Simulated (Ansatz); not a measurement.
# Sr3W4: the cost of one run

Method: DFT PBE, scalar-relativistic, plane waves, PAW, in Ansatz 0.2.0.

3 further runs of the same task are left out: 2 that didn't finish, 1 set aside as unsound or not needed.

## Step 1: The structure to begin with

It takes space group Pm-3m (No. 221, cubic). Conventional cell: a = 5.064 Å, b = 5.064 Å, c = 5.064 Å, α = 90.00°, β = 90.00°, γ = 90.00°. Around Sr (site symmetry 4/mmm) lie 6 W at 2.53 Å. W (site symmetry m-3m) has 6 Sr at 2.53 Å as nearest neighbours. W (site symmetry 4/mmm) has 4 Sr at 2.53 Å as nearest neighbours.

Coordinates:

```xyz
7
Lattice="5.0641 0.0000 0.0000 0.0000 5.0641 0.0000 0.0000 0.0000 5.0641" Properties=species:S:1:pos:R:3 pbc="T T T"
Sr    2.5321    2.5321    0.0000
Sr    0.0000    2.5321    2.5321
Sr    2.5321    0.0000    2.5321
W     2.5321    2.5321    2.5321
W     2.5321    0.0000    0.0000
W     0.0000    2.5321    0.0000
W     0.0000    0.0000    2.5321
```

Recipe of the guess: species swapped into a database cell of W3N4 (Pm-3m, No. 221), with Sr on the W sites and W on the N sites. The dimensions are guesses.

## Step 2: A first look at the guess

Input file input.yaml:

```yaml
crystal:
  lattice:
    - [5.06410896, 0.0, 0.0]
    - [0.0, 5.06410896, 0.0]
    - [0.0, 0.0, 5.06410896]
  atoms:
    - { symbol: Sr, position: [0.5, 0.5, 0.0] }
    - { symbol: Sr, position: [0.0, 0.5, 0.5] }
    - { symbol: Sr, position: [0.5, 0.0, 0.5] }
    - { symbol: W, position: [0.5, 0.5, 0.5] }
    - { symbol: W, position: [0.5, 0.0, 0.0] }
    - { symbol: W, position: [0.0, 0.5, 0.0] }
    - { symbol: W, position: [0.0, 0.0, 0.5] }
basis:
  ecutwfc: 420
kpoints:
  mp_grid: { grid: [4, 4, 4] }
hamiltonian:
  xc: pbe
scf:
  occupations: { method: gaussian, width: 0.1 }
  lower_state_search: "off"
output:
  forces: true
  stress: true
  eigenvalues: true
```

Started as:

```sh
ansatz run input.yaml --threads 1 --pin off --max-ram 2048MiB --backend cpu --events-out ev --progress --plain --runs-dir out
```

Q: Estimate wall time and peak memory on 1 thread of Intel Xeon Platinum 8259CL at 2.50GHz (Skylake/Cascade Lake), shared host.

About 4.3 s, with a peak of 0.44 GiB.
